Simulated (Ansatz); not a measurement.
This script for the Ansatz DFT code, driven from Python starts 3 runs on LuB2Rh3, space group P6/mmm. What input does the engine get in each?

`run_terms.py`
```python
"""Taking single terms out of the free energy of LuB2Rh3."""

import ansatz as az

MESH = (5, 5, 7)
SCF_TOL = 1e-09

structure = (
    az.Lattice.from_parameters(5.403814, 5.403814, 3.118804, alpha=90, beta=90, gamma=120)
    .space_group(191)
    .atom("Lu", [0.0, 0.0, 0.5])
    .atom("B", [1 / 3, 2 / 3, 0.5])
    .atom("Rh", [0.5, 0.5, 0.0])
)

job = structure.calculation()
job = job.kpoints(*MESH)
job = job.occupations(az.OccupationsMethod.COLD, width=50 * az.meV).scf(tolerance=SCF_TOL)
with_term = job.functional("pbesol", dispersion="d3bj").basis(420).cutoff_correction(570).run(threads=1).report
without = job.functional("pbesol").basis(420).run(threads=1).report
finer = job.functional("pbesol").basis(570).run(threads=1).report
removed = az.free_energy_without(with_term, az.EnergyTerm.DISPERSION)
print(f"dispersion term            {with_term['components']['e_disp']:.5f} eV")
print(f"F less dispersion          {removed:.5f} eV, run without it {without['free_energy_ev']:.5f} eV")
print(f"F less smearing term       {az.free_energy_without(without, az.EnergyTerm.SMEARING):.5f} eV")
print(f"estimated gain to 570 eV   {with_term['cutoff_correction']['energy_ev']:.5f} eV, found {finer['free_energy_ev'] - without['free_energy_ev']:.5f} eV")
```

Run 1:
```yaml
crystal:
  lattice:
    a: 5.403814
    b: 5.403814
    c: 3.118804
    alpha: 90.0
    beta: 90.0
    gamma: 120.0
  space_group: 191
  atoms:
    - { symbol: Lu, position: [0.0, 0.0, 0.5] }
    - { symbol: B, position: [0.3333333333333333, 0.6666666666666666, 0.5] }
    - { symbol: Rh, position: [0.5, 0.5, 0.0] }
basis:
  ecutwfc: 420.0
kpoints:
  mp_grid:
    grid: [5, 5, 7]
hamiltonian:
  xc: pbesol
  dispersion: d3bj
scf:
  convergence:
    dr2_threshold: 1.0e-09
  occupations:
    method: cold
    width: 0.05
output:
  cutoff_correction: 570.0
```

Run 2, against run 1:
```diff
-  dispersion: d3bj
-output:
-  cutoff_correction: 570.0
```

Run 3, against run 1:
```diff
-  ecutwfc: 420.0
+  ecutwfc: 570.0
-  dispersion: d3bj
-output:
-  cutoff_correction: 570.0
```

```console
$ python run_terms.py
dispersion term            -2.55883 eV
F less dispersion          -33937.38284 eV, run without it -33937.38284 eV
F less smearing term       -33937.38180 eV
estimated gain to 570 eV   -0.01016 eV, found -0.01014 eV
```

Total energies depend on the potentials; only differences at equal settings carry meaning. A total without «per atom» is that of the whole cell that was run. Dispersion corrections can be off by several per cent in the lattices of metals, and by several GPa in the pressure at a fixed cell. The mesh is modest for a metal, so energies can be off by several to tens of meV an atom and pressures by half a GPa or more; differences at equal mesh fare better. The structure comes from a database of computed cells and needn't be a stable or known phase. Run time: 18 s on 1 thread of Intel(R) Xeon(R) Platinum 8259CL CPU @ 2.50GHz (Skylake/Cascade Lake), on a shared host, peak memory 0.52 GiB.
